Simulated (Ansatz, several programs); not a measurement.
PbO2 built on the rutile prototype, relaxed with PBE in Ansatz (plane waves, PAW): space group P4_2/mnm (No. 136), tetragonal; a = 5.082 Å, c = 3.441 Å in the conventional setting, 14.81 Å³ an atom. Pb has 6 O at 2.21 Å; O has 3 Pb at 2.21 Å. The cell was then scaled with its shape and fractional coordinates held, which makes it stiffer than a relaxed compression. The values are computed, spin-unpolarised, and not measurements.

```tsv
V (Å³/atom)	E (meV/atom)
13.925	22.90
14.369	5.26
14.814	0.00
15.703	18.45
```

Question: Pass a cubic E = c₀ + c₁u + c₂u² + c₃u³, with u = V − 14.703 Å³, through these points.

Answer: c₀ = 0.26, c₁ = -5.355, c₂ = 27.467, c₃ = -3.9235 (meV and Å³).

Question: Where is the minimum, and what bulk modulus follows?

Answer: dE/du = 0 at u = +0.100, so V₀ = 14.80 Å³. B = V₀ d²E/dV² = 14.80 × (2c₂ + 6c₃u) = 14.80 × 52.589 = 778 meV/Å³, and 1 meV/Å³ is 0.16022 GPa: 125 GPa. A third-order Birch-Murnaghan fit to all five points gives 14.81 Å³ and 123 GPa.

Question: Predict the energy and the pressure at the withheld volume, 15.258 Å³.

Answer: With u = +0.555: E ≈ 5.08 meV and P = −dE/dV ≈ -3.45 GPa. The run gives 4.96 meV and, from its stress, -3.42 GPa.
